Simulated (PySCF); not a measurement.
**[Yb(NH3)3]2+: other functionals and bases at one geometry**

The task here is to estimate one member of a computed series from the others.

Program: PySCF 2.14.0. Level of theory: several levels, as the steps say, no spin–orbit coupling. These are calculated values, not measurements.

3 further runs of the same task are left out: 2 for a known fault of the program, 1 that didn't finish. Runs told in other sessions of the task aren't counted.

## The starting structure

13 atoms, charge 2, spin multiplicity 1.

Bond lengths: Yb1–N2 2.569 Å, Yb1–N6 2.569 Å, Yb1–N10 2.569 Å, N2–H3 1.027 Å, N2–H4 1.027 Å, N2–H5 1.027 Å, N6–H7 1.027 Å, N6–H8 1.027 Å, N6–H9 1.027 Å, N10–H11 1.027 Å, N10–H12 1.027 Å, N10–H13 1.027 Å. Angles: N2–Yb1–N6 120.0°, N2–Yb1–N10 120.0°, N6–Yb1–N10 120.0°, Yb1–N2–H3 115.0°, Yb1–N2–H4 115.0°, Yb1–N2–H5 115.0°, H3–N2–H4 103.5°, H3–N2–H5 103.5°, H4–N2–H5 103.5°, Yb1–N6–H7 115.0°, Yb1–N6–H8 115.0°, Yb1–N6–H9 115.0°, H7–N6–H8 103.5°, H7–N6–H9 103.5°, H8–N6–H9 103.5°, Yb1–N10–H11 115.0°, Yb1–N10–H12 115.0°, Yb1–N10–H13 115.0° and more.

Coordinates:

```xyz
13
charge 2, multiplicity 1
Yb    0.0000    0.0000    0.0000
N     2.5693    0.0001    0.0000
H     3.0028   -0.4657    0.8066
H     3.0028   -0.4657   -0.8066
H     3.0029    0.9313    0.0000
N    -1.2847    2.2250    0.0000
H    -1.0981    2.8333    0.8066
H    -1.0981    2.8333   -0.8066
H    -2.3080    2.1349    0.0000
N    -1.2846   -2.2251    0.0000
H    -1.9047   -2.3676    0.8066
H    -1.9047   -2.3676   -0.8066
H    -0.6949   -3.0662    0.0000
```

Formal oxidation states: Yb +2. Each metal's 14 4f electrons lie in its core potential, so multiplicities, spins and levels count the valence alone. An earlier session relaxed this geometry at PBE0, Yb lcecp-0-SVP with ECP60, N def2-SVP, H def2-SVP (singlet, point group C3h).

At PBE0 on the finer grid: E = -201.905469 Eh, frontier levels not given, since the 4f levels lie in the core, Mulliken charge on Yb1 +1.24 e, largest force component 0.006 eV/Å. 

Levels to run: BP86; PBE; TPSS; M06-L; PBE0, TZVP. Hardware: 2 threads of Arm Neoverse V1, shared host.

Set-up of the first run:

run.py (the lines that set the calculation) reads:

```python
mol = gto.M(atom='''
Yb     0.00000     0.00000     0.00000
N      2.56931     0.00008     0.00000
H      3.00278    -0.46568     0.80659
H      3.00278    -0.46568    -0.80659
H      3.00285     0.93132     0.00000
N     -1.28472     2.22505     0.00000
H     -1.09810     2.83333     0.80659
H     -1.09810     2.83333    -0.80659
H     -2.30797     2.13488     0.00000
N     -1.28459    -2.22513     0.00000
H     -1.90468    -2.36764     0.80659
H     -1.90468    -2.36764    -0.80659
H     -0.69488    -3.06620     0.00000''',
    basis={'Yb': 'lcecp-0-SVP', 'N': 'def2-SVP', 'H': 'def2-SVP'},
    ecp={'Yb': 'lcecp-0-SVP'},
    charge=2, spin=0)
mf = dft.RKS(mol, xc='B88,P86')
mf.grids.atom_grid = (75, 302)  # f atoms: unpruned, at least (60, 302)
mf = mf.density_fit()  # fitting sets: Yb AutoAux, N def2-universal-JKFIT, H def2-universal-JKFIT
mf.conv_tol = 1e-08; mf.max_cycle = 55
mf.kernel(dm0)  # dm0: the density of the relaxed state
```

Run with:

```bash
> OMP_NUM_THREADS=2 python run.py
```

Among the steps run: BP86; PBE; TPSS; M06-L; PBE0, TZVP.

One table of the session follows, with a row left open; its other results are not shown here.

| level | charge on Yb1 (e) | largest force component (eV/Å) |
| --- | --- | --- |
| PBE0 (relaxed here) | 1.24 | 0.01 |
| BP86 | ? | ? |
| PBE | 1.13 | 0.44 |
| TPSS | 1.19 | 0.29 |
| M06-L | 1.32 | 0.10 |
| PBE0, TZVP | 1.61 | 0.36 |

**Question.** Estimate the row for BP86.

The run gave: charge on Yb1 (e): 1.15; largest force component (eV/Å): 0.48. In the column «charge on Yb1 (e)» it lies between PBE (1.13) and TPSS (1.19).

The largest leftover force, 0.48 eV/Å with BP86, stands at a geometry relaxed at another level. With 4f in the core, its levels are missing from HOMO and gap, and its count is fixed, so no charge can pass from the ligands into it. Total energies of different levels can't be compared.
